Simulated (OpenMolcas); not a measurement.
**Ir⁶⁺ among point charges: CASSCF and CASPT2 levels and susceptibility**

How does a field of 6 point charges split the states of Ir⁶⁺, and what χT follows?

Method: state-averaged CASSCF and CASPT2, spin-orbit coupling by RASSI with atomic mean-field integrals. Code: OpenMolcas 26.06.

### Step 1. The atom as given

* Species: Ir⁶⁺ (iridium, Z = 77, 71 electrons)
* Basis: ANO-RCC-VTZP [8s7p5d3f1g], 84 functions
* Scalar Hamiltonian: DKH2, point nucleus
* Inactive shells: 1s 2s 2p 3s 3p 3d 4s 4p 4d 4f 5s 5p
* Active space: 3 electrons in 5 orbitals (5d)
* Some configurations of this space: 5d³
* Orbitals: optimised for each spin and parity, averaged over all roots

Outer shells as boxes (Hund's rule):

5d3
```
5d [↑ ][↑ ][↑ ][  ][  ]
```

The ion sits among 6 point charges of -1.7 e arranged as a trigonal prism (D3h), 2.05 Å from the ion, with a polar angle of 48.6° against the regular 49.1°.

The work runs as a chain of OpenMolcas steps in one folder; each step below is one input file. Labels, J, g values, rates, χT and fits are worked out afterwards by a script from the matrices that RASSI stores.

### Step 2. GATEWAY and SEWARD: basis and integrals

File a.inp:

```
&GATEWAY
Coord
1

Ir 0.0 0.0 0.0
Basis=ANO-RCC-VTZP
Group=NoSym
NoMove
AngMom=0.0 0.0 0.0
AMFI
XField
6 Angstrom 0
1.537941 0.000000 1.355448 -1.700000
-0.768970 1.331896 1.355448 -1.700000
-0.768970 -1.331896 1.355448 -1.700000
1.537941 0.000000 -1.355448 -1.700000
-0.768970 1.331896 -1.355448 -1.700000
-0.768970 -1.331896 -1.355448 -1.700000
&SEWARD
```

The log of the run:

```text
Basis set label: IR.ANO-RCC...8S7P5D3F1G.

      Electronic valence basis set:
      ------------------
      Associated Effective Charge  77.000000 au
      Associated Actual Charge     77.000000 au
      Nuclear Model: Point charge

      Shell  nPrim  nBasis  Cartesian Spherical Contaminant
         s      24       8        X
         p      21       7        X
         d      15       5                 X
         f      11       3                 X
         g       4       1                 X
                  Relativistic Douglas-Kroll-Hess integrals:
                    - DKH order of Hamiltonian: 2
                    - DKH order of Properties : 0
                  Atomic mean-field integrals
```

### Step 3. CASSCF: quartets, 10 roots

File a.inp:

```
&RASSCF
FileOrb=start.orb
Symmetry=1
Spin=4
nActEl=3 0 0
Inactive=34
Ras2=5
CIRoot=10 10 1
SDav=10
CIMx=300
Iter=120 100
PrWF=0.3
OrbListing=Nothing
MaxOrb=0
>>> COPY $Project.JobIph JOB001
```

start.orb holds the contracted functions of the basis, ordered by shell, or the orbitals of the step before.

The log of the run (excerpt; [...] marks lines left out):

```text
[...]
      Number of active orbitals                  5
[...]
      Spin quantum number                      1.5
[...]
      Active orbitals                            5
[...]
      Number of CSFs                            10
      Number of root(s) required                10
[...]
      Convergence after  8 iterations
[...]
      Natural orbitals and occupation numbers for root  1
      sym 1:   0.948462   0.051538   1.000000   0.051538   0.948462
      Natural orbitals and occupation numbers for root  2
      sym 1:   0.782626   0.217374   0.217374   0.782626   1.000000
      Natural orbitals and occupation numbers for root  3
      sym 1:   0.782625   0.782625   0.217375   0.217375   1.000000
::    RASSCF root number  1 Total energy: -17818.33150915
::    RASSCF root number  2 Total energy: -17818.31592252
::    RASSCF root number  3 Total energy: -17818.31592252
[...]
::    RASSCF root number  7 Total energy: -17818.29413052
::    RASSCF root number  8 Total energy: -17818.25015227
::    RASSCF root number  9 Total energy: -17818.25015223
::    RASSCF root number 10 Total energy: -17818.21325411
```

### Step 4. Reference wave functions, doublets, 40 roots

File a.inp:

```
&RASSCF
FileOrb=start.orb
Symmetry=1
Spin=2
nActEl=3 0 0
Inactive=34
Ras2=5
CIRoot=40 40 1
SDav=40
CIMx=300
Iter=120 100
PrWF=0.3
OrbListing=Nothing
MaxOrb=0
>>> COPY $Project.JobIph JOB002
```

The log of the run (excerpt; [...] marks lines left out):

```text
[...]
      Number of active orbitals                  5
[...]
      Spin quantum number                      0.5
[...]
      Active orbitals                            5
[...]
      Number of CSFs                            40
      Number of root(s) required                40
[...]
      Convergence after  7 iterations
[...]
      Natural orbitals and occupation numbers for root  1
      sym 1:   0.973815   0.052365   0.947631   0.052371   0.973818
      Natural orbitals and occupation numbers for root  2
      sym 1:   0.973815   0.052371   0.947631   0.052364   0.973818
      Natural orbitals and occupation numbers for root  3
      sym 1:   0.805637   0.197649   1.084985   0.197724   0.714004
::    RASSCF root number  1 Total energy: -17818.25306728
::    RASSCF root number  2 Total energy: -17818.25306728
::    RASSCF root number  3 Total energy: -17818.24338306
[...]
::    RASSCF root number 27 Total energy: -17818.19234452
::    RASSCF root number 28 Total energy: -17818.19220453
::    RASSCF root number 29 Total energy: -17818.15247105
::    RASSCF root number 30 Total energy: -17818.15236421
```

### Step 5. State interaction with spin-orbit coupling

File a.inp:

```
&RASSI
NrOfJobIphs=2 10 40
1 2 3 4 5 6 7 8 9 10
1 2 3 4 5 6 7 8 9 10 11 12 13 14 15 16 17 18 19 20 21 22 23 24 25 26 27
28 29 30 31 32 33 34 35 36 37 38 39 40
IphNames
JOB001
JOB002
EJob
SpinOrbit
DIPRint=1.0
SOCoupling=1000.0
Subsets=2
Property=9
'ANGMOM' 1 'ANGMOM' 2 'ANGMOM' 3 'MLTPL  1' 1 'MLTPL  1' 2 'MLTPL  1' 3
'AMFI' 1 'AMFI' 2 'AMFI' 3
SOProperty=3
'ANGMOM' 1 'ANGMOM' 2 'ANGMOM' 3
```

The log of the run (excerpt; [...] marks lines left out):

```text
SPIN-FREE ENERGIES:
  (Shifted by EMIN (a.u.) =     -17818.3315091514)
 SF State       Relative EMIN(au)   Rel lowest level(eV)    D:o, cm**(-1)      L_eff
     1             0.0000000000        0.0000000000              0.0000         2.9
     2             0.0155866311        0.4241338402           3420.8701         3.0
     3             0.0155866347        0.4241339358           3420.8709         3.0
     4             0.0266165343        0.7242727952           5841.6541         3.0
     5             0.0266194894        0.7243532064           5842.3026         3.0
     6             0.0373786263        1.0171242376           8203.6602         3.0
     7             0.0373786317        1.0171243848           8203.6614         3.0
    11             0.0784418673        2.1345119489          17215.9999         4.4
    12             0.0784418673        2.1345119489          17215.9999         4.4
     8             0.0813568802        2.2138334911          17855.7713         1.1
[...]
Eigenvalues of complex Hamiltonian:
   -----------------------------------
  (Shifted by EMIN (a.u.) =     -17818.3315091514)
 SO State       Relative EMIN(au)   Rel lowest level(eV)    D:o, cm**(-1)     J-value
     1            -0.0616827728        0.0000000000              0.0000         1.5
     2            -0.0616827728        0.0000000000              0.0000         1.5
     3            -0.0470672314        0.3977091422           3207.7406         0.9
     4            -0.0470672314        0.3977091422           3207.7406         0.9
     5            -0.0256722751        0.9798955614           7903.3907         2.2
     6            -0.0256722751        0.9798955614           7903.3907         2.2
     7            -0.0181702143        1.1840370368           9549.9027         2.5
     8            -0.0181702143        1.1840370368           9549.9027         2.5
     9            -0.0111706235        1.3745056053          11086.1354         1.3
    10            -0.0111706235        1.3745056053          11086.1354         1.3
    11             0.0070106669        1.8692437207          15076.4674         3.2
[...]
```

These steps: 11 s of run time, 1 thread, shared host.

Spin-free states, with their symmetry labels:

| state | degeneracy | E (cm-1) | free-ion L (%) |
| --- | --- | --- | --- |
| 4A2 | 1 | 0 | F (95) |
| 4E | 2 | 3421 | F (97) |
| 4A1 | 1 | 5842 | F (100) |
| 4A2 | 1 | 5842 | F (100) |
| 4E | 2 | 8204 | F (100) |
| 2E | 2 | 17216 | G (63) |
| 4E | 2 | 17856 | P (97) |
| 2E | 2 | 19341 | G (83) |
| 2A2 | 1 | 19841 | G (94) |
| 2A1 | 1 | 19855 | G (94) |
| 2A1 | 1 | 20072 | G (73) |
| 2E | 2 | 21394 | G (96) |
| 2E | 2 | 21835 | H (100) |
| 2A2 | 1 | 23298 | P (75) |
| 2E | 2 | 23488 | P (60) |
| 2A1 | 1 | 25767 | H (95) |
| 2A2 | 1 | 25780 | H (95) |
| 4A2 | 1 | 25954 | P (95) |
| 2E | 2 | 26779 | H (63) |
| 2E | 2 | 26997 | H (90) |
| 2E | 2 | 27943 | H (73) |
| 2A1 | 1 | 28367 | D (74) |
| 2E | 2 | 29430 | D (77) |
| 2E | 2 | 30543 | D (37) |

With spin-orbit coupling:

```json
{"E (cm-1)": "0.0", "Degeneracy": "2", "Label": "E1/2", "2S+1": "4", "g": "0.39 0.39 1.16"}
{"E (cm-1)": "3208", "Degeneracy": "2", "Label": "E3/2", "2S+1": "4", "g": "0.00 0.00 1.78"}
{"E (cm-1)": "7903", "Degeneracy": "2", "Label": "E3/2", "2S+1": "4", "g": "0.00 0.00 3.84"}
{"E (cm-1)": "9550", "Degeneracy": "2", "Label": "E1/2", "2S+1": "4", "g": "1.16 1.93 1.93"}
{"E (cm-1)": "11086", "Degeneracy": "2", "Label": "E1/2", "2S+1": "4", "g": "0.00 0.00 5.42"}
{"E (cm-1)": "15076", "Degeneracy": "2", "Label": "E3/2", "2S+1": "4", "g": "0.00 0.00 3.71"}
{"E (cm-1)": "15697", "Degeneracy": "2", "Label": "E1/2", "2S+1": "4", "g": "0.01 0.01 6.16"}
{"E (cm-1)": "15738", "Degeneracy": "2", "Label": "E1/2", "2S+1": "4", "g": "1.59 2.38 2.38"}
{"E (cm-1)": "17077", "Degeneracy": "2", "Label": "E1/2", "2S+1": "4", "g": "0.01 0.01 8.12"}
{"E (cm-1)": "19027", "Degeneracy": "2", "Label": "E3/2", "2S+1": "2", "g": "0.00 0.00 10.38"}
{"E (cm-1)": "19475", "Degeneracy": "2", "Label": "E1/2", "2S+1": "4", "g": "0.20 3.71 3.71"}
{"E (cm-1)": "20126", "Degeneracy": "2", "Label": "E1/2", "2S+1": "4", "g": "1.78 2.03 2.03"}
{"E (cm-1)": "20768", "Degeneracy": "2", "Label": "E3/2", "2S+1": "4", "g": "0.00 0.00 2.60"}
{"E (cm-1)": "21072", "Degeneracy": "2", "Label": "E1/2", "2S+1": "2", "g": "0.02 0.02 8.05"}
{"E (cm-1)": "21760", "Degeneracy": "2", "Label": "E1/2", "2S+1": "4", "g": "0.02 0.02 5.55"}
{"E (cm-1)": "22587", "Degeneracy": "2", "Label": "E3/2", "2S+1": "4", "g": "0.00 0.00 3.84"}
{"E (cm-1)": "23807", "Degeneracy": "2", "Label": "E1/2", "2S+1": "4", "g": "1.53 2.20 2.20"}
{"E (cm-1)": "28930", "Degeneracy": "2", "Label": "E1/2", "2S+1": "2", "g": "0.05 0.05 7.68"}
{"E (cm-1)": "29377", "Degeneracy": "2", "Label": "E1/2", "2S+1": "2", "g": "0.05 0.05 5.42"}
{"E (cm-1)": "29801", "Degeneracy": "2", "Label": "E3/2", "2S+1": "2", "g": "0.00 0.00 10.15"}
{"E (cm-1)": "30924", "Degeneracy": "2", "Label": "E1/2", "2S+1": "2", "g": "1.35 3.00 3.00"}
{"E (cm-1)": "31059", "Degeneracy": "2", "Label": "E3/2", "2S+1": "2", "g": "0.00 0.00 3.02"}
{"E (cm-1)": "31673", "Degeneracy": "2", "Label": "E1/2", "2S+1": "4", "g": "0.00 0.00 7.54"}
{"E (cm-1)": "32759", "Degeneracy": "2", "Label": "E1/2", "2S+1": "2", "g": "0.80 4.53 4.53"}
```

The table of states holds 24 of 33 computed; the rest, higher up, is left out. Labels of spin-orbit levels are those of the rotation subgroup (D3 for D3h). Principal g values are given for doublets only; a zero marks a field direction without first-order Zeeman splitting.

Powder χT (cm³ K/mol): 0.05 at 2 K, 0.05 at 5 K, 0.05 at 10 K, 0.05 at 20 K, 0.06 at 50 K, 0.06 at 100 K, 0.06 at 150 K, 0.07 at 200 K, 0.07 at 250 K, 0.07 at 300 K.

### Step 6. CASPT2: IPEA 0.25, imaginary shift 0.1 (closed shells correlated: 4f 5s 5p)

File a.inp:

```
>>> COPY JOB001 $Project.JobIph
&CASPT2
Multistate=10 1 2 3 4 5 6 7 8 9 10
NoMult
Frozen=23
IPEA=0.25
Imaginary=0.1
MaxIter=60
WThr=0.0 0.3 0.05
PrWF=0.5
NoMix
>>> COPY JOB002 $Project.JobIph
&CASPT2
Multistate=40 1 2 3 4 5 6 7 8 9 10 11 12 13 14 15 16 17 18 19 20 21 22
23 24 25 26 27 28 29 30 31 32 33 34 35 36 37 38 39 40
NoMult
Frozen=23
IPEA=0.25
Imaginary=0.1
MaxIter=60
WThr=0.0 0.3 0.05
PrWF=0.5
NoMix
```

The log of the run:

```text
Orbital specifications:
      -----------------------

      Symmetry species                           1
                                                 a
      Frozen orbitals                           23
      Inactive orbitals                         11
      Active orbitals                            5
      Secondary orbitals                        45
      Deleted orbitals                           0
      Number of basis functions                 84
Type of calculation                        SS-CASPT2
      Fock operator                              state-specific
      IPEA shift                                 0.25
      Real shift                                 0.00
      Imaginary shift                            0.10
      The input orbitals will be transformed to quasi-canonical
Reference energy:      -17818.3315091514
      E2 (Non-variational):      -0.4250840221
      Shift correction:          -0.0000735979
      E2 (Variational):          -0.4251576200
      Total energy:          -17818.7566667713
      Residual norm:              0.0000004858
      Reference weight:           0.95085
      Contributions to the CASPT2 correlation energy
      Active & Virtual Only:         -0.0147256661
      One Inactive Excited:          -0.1354092762
      Two Inactive Excited:          -0.2749490798
Reference energy:      -17818.3159225202
      E2 (Non-variational):      -0.4262884329
      Shift correction:          -0.0000747770
      E2 (Variational):          -0.4263632098
      Total energy:          -17818.7422857301
      Residual norm:              0.0000006125
      Reference weight:           0.95045
      Contributions to the CASPT2 correlation energy
      Active & Virtual Only:         -0.0148759081
      One Inactive Excited:          -0.1362590682
      Two Inactive Excited:          -0.2751534566
::    CASPT2 Root  1     Total energy: -17818.75666677
::    CASPT2 Root  2     Total energy: -17818.74228573
::    CASPT2 Root  3     Total energy: -17818.74228555
::    CASPT2 Root  4     Total energy: -17818.73186276
::    CASPT2 Root  5     Total energy: -17818.73185590
::    CASPT2 Root  6     Total energy: -17818.71826770
::    CASPT2 Root  7     Total energy: -17818.71899873
::    CASPT2 Root  8     Total energy: -17818.68635272
::    CASPT2 Root  9     Total energy: -17818.68635284
::    CASPT2 Root 10     Total energy: -17818.64756145
Orbital specifications:
      -----------------------

      Symmetry species                           1
                                                 a
      Frozen orbitals                           23
      Inactive orbitals                         11
      Active orbitals                            5
      Secondary orbitals                        45
      Deleted orbitals                           0
      Number of basis functions                 84
Type of calculation                        SS-CASPT2
      Fock operator                              state-specific
      IPEA shift                                 0.25
      Real shift                                 0.00
      Imaginary shift                            0.10
      The input orbitals will be transformed to quasi-canonical
Reference energy:      -17818.2530672841
      E2 (Non-variational):      -0.4338583364
      Shift correction:          -0.0000890878
      E2 (Variational):          -0.4339474242
      Total energy:          -17818.6870147083
      Residual norm:              0.0000006368
      Reference weight:           0.94817
      Contributions to the CASPT2 correlation energy
      Active & Virtual Only:         -0.0210276387
      One Inactive Excited:          -0.1376657818
      Two Inactive Excited:          -0.2751649159
Reference energy:      -17818.2530672840
      E2 (Non-variational):      -0.4337934134
      Shift correction:          -0.0000891345
      E2 (Variational):          -0.4338825480
      Total energy:          -17818.6869498320
      Residual norm:              0.0000006381
      Reference weight:           0.94817
      Contributions to the CASPT2 correlation energy
      Active & Virtual Only:         -0.0210316561
      One Inactive Excited:          -0.1376945315
      Two Inactive Excited:          -0.2750672258
::    CASPT2 Root  1     Total energy: -17818.68701471
::    CASPT2 Root  2     Total energy: -17818.68694983
::    CASPT2 Root  3     Total energy: -17818.67875984
::    CASPT2 Root  4     Total energy: -17818.67873819
::    CASPT2 Root  5     Total energy: -17818.67701657
::    CASPT2 Root  6     Total energy: -17818.67697037
::    CASPT2 Root  7     Total energy: -17818.67674532
::    CASPT2 Root  8     Total energy: -17818.66965151
::    CASPT2 Root  9     Total energy: -17818.66964696
::    CASPT2 Root 10     Total energy: -17818.66687827
::    CASPT2 Root 11     Total energy: -17818.66687778
::    CASPT2 Root 12     Total energy: -17818.66779323
::    CASPT2 Root 13     Total energy: -17818.66639750
::    CASPT2 Root 14     Total energy: -17818.66639777
::    CASPT2 Root 15     Total energy: -17818.64995007
::    CASPT2 Root 16     Total energy: -17818.64990080
::    CASPT2 Root 17     Total energy: -17818.64421627
::    CASPT2 Root 18     Total energy: -17818.64422634
::    CASPT2 Root 19     Total energy: -17818.64565253
::    CASPT2 Root 20     Total energy: -17818.64563725
::    CASPT2 Root 21     Total energy: -17818.64064177
::    CASPT2 Root 22     Total energy: -17818.64064201
::    CASPT2 Root 23     Total energy: -17818.64119453
::    CASPT2 Root 24     Total energy: -17818.63761152
::    CASPT2 Root 25     Total energy: -17818.63757622
::    CASPT2 Root 26     Total energy: -17818.63413013
::    CASPT2 Root 27     Total energy: -17818.63412920
::    CASPT2 Root 28     Total energy: -17818.62939670
::    CASPT2 Root 29     Total energy: -17818.60002746
::    CASPT2 Root 30     Total energy: -17818.59994350
```

This run: 25 s of run time, 1 thread, shared host.

SS-CASPT2: lowest energy less the reference's lowest, -0.4252 hartree; reference weights 0.943 to 0.951.

States without spin-orbit coupling:

| state | degeneracy | E (cm-1) | free-ion L (%) |
| --- | --- | --- | --- |
| 4A2 | 1 | 0 | F (95) |
| 4E | 2 | 3156 | F (97) |
| 4A1 | 1 | 5444 | F (100) |
| 4A2 | 1 | 5445 | F (100) |
| 4E | 2 | 8347 | F (100) |
| 2E | 2 | 15294 | G (63) |
| 4E | 2 | 15432 | P (97) |
| 2E | 2 | 17101 | G (83) |
| 2A2 | 1 | 17481 | G (94) |
| 2A1 | 1 | 17491 | G (94) |
| 2A1 | 1 | 17541 | G (73) |
| 2E | 2 | 19098 | G (96) |
| 2A2 | 1 | 19505 | P (75) |
| 2E | 2 | 19706 | H (100) |
| 2E | 2 | 19812 | P (60) |
| 2A1 | 1 | 23422 | H (95) |
| 2A2 | 1 | 23432 | H (95) |
| 4A2 | 1 | 23946 | P (95) |
| 2E | 2 | 24366 | H (90) |
| 2E | 2 | 24679 | H (63) |
| 2A1 | 1 | 25343 | D (74) |
| 2E | 2 | 25465 | H (73) |
| 2E | 2 | 26133 | D (77) |
| 2E | 2 | 26894 | D (37) |

With spin-orbit coupling:

```tsv
E (cm-1)	Degeneracy	Label	2S+1	g
0	2	E1/2	4	0.51 0.51 1.11
3200	2	E3/2	4	0.00 0.00 1.69
8230	2	E3/2	4	0.00 0.00 3.97
9860	2	E1/2	4	1.37 1.87 1.87
11400	2	E1/2	4	0.00 0.00 5.40
15310	2	E3/2	4	0.00 0.00 3.73
15670	2	E1/2	4	0.01 0.01 6.10
15890	2	E1/2	4	1.56 1.66 1.66
16980	2	E1/2	4	0.01 0.01 7.99
18260	2	E1/2	4	1.64 3.18 3.18
18320	2	E3/2	2	0.00 0.00 10.20
19470	2	E1/2	4	0.18 4.26 4.26
20370	2	E3/2	4	0.00 0.00 2.71
20420	2	E1/2	2	0.00 0.00 7.87
20880	2	E3/2	4	0.00 0.00 3.61
21370	2	E1/2	2	0.00 0.00 5.41
21810	2	E1/2	4	1.51 2.14 2.14
28170	2	E1/2	2	0.04 0.04 5.51
28590	2	E1/2	2	0.04 0.04 7.78
29310	2	E3/2	4	0.00 0.00 10.24
29410	2	E1/2	2	1.38 2.97 2.97
29730	2	E3/2	2	0.00 0.00 3.18
29780	2	E1/2	4	0.00 0.00 7.54
31390	2	E1/2	2	0.85 4.51 4.51
```

Powder χT (cm³ K/mol): 0.06 at 2 K, 0.06 at 5 K, 0.06 at 10 K, 0.06 at 20 K, 0.06 at 50 K, 0.06 at 100 K, 0.07 at 150 K, 0.07 at 200 K, 0.07 at 250 K, 0.08 at 300 K.

### Step 7. The methods side by side

A. CASSCF
B. SS-CASPT2, IPEA 0.25, imaginary shift 0.1 (closed shells correlated: 4f 5s 5p)

| method | ground state | first state of that spin (cm-1) | first gap with spin-orbit (cm-1) | χT at 300 K |
| --- | --- | --- | --- | --- |
| A | 4A2 | 4E 3421 | 3207.7 | 0.07 |
| B | 4A2 | 4E 3156 | 3200.2 | 0.08 |

### Step 8. Results

| quantity | value |
| --- | --- |
| method | SS-CASPT2, IPEA 0.25, imaginary shift 0.1 (closed shells correlated: 4f 5s 5p) |
| spin-free ground state | 4A2, 1-fold in its orbital part |
| first state of the same spin within the active space | 4E at 3160 cm⁻¹ |
| lowest level | 2-fold E1/2, g = 0.51, 0.51, 1.11 |
| next level | 3200.2 cm⁻¹ |
| χT at 300 K | 0.08 cm³ K/mol |
| effective moment at 300 K | 0.79 μB |

Cost by method:

| method | time of its own steps | time with the reference |
| --- | --- | --- |
| A. CASSCF | 11 s | 11 s |
| B. SS-CASPT2, IPEA 0.25, imaginary shift 0.1, +4f 5s 5p | 25 s | 35 s |

Times are of one thread on a shared host.

**Reading.** The spin-free ground state (4A2) comes to 95 % from free-ion F terms and keeps the highest spin of the shell. χT at 300 K is 0.08, against 1.88 cm³ K/mol for the spin alone, so spin-orbit coupling lowers it. CASPT2 does not keep the components of a term degenerate, and the means are used. The field of point charges can differ much from that of real complexes. This is an electrostatic model: the charges have no orbitals.
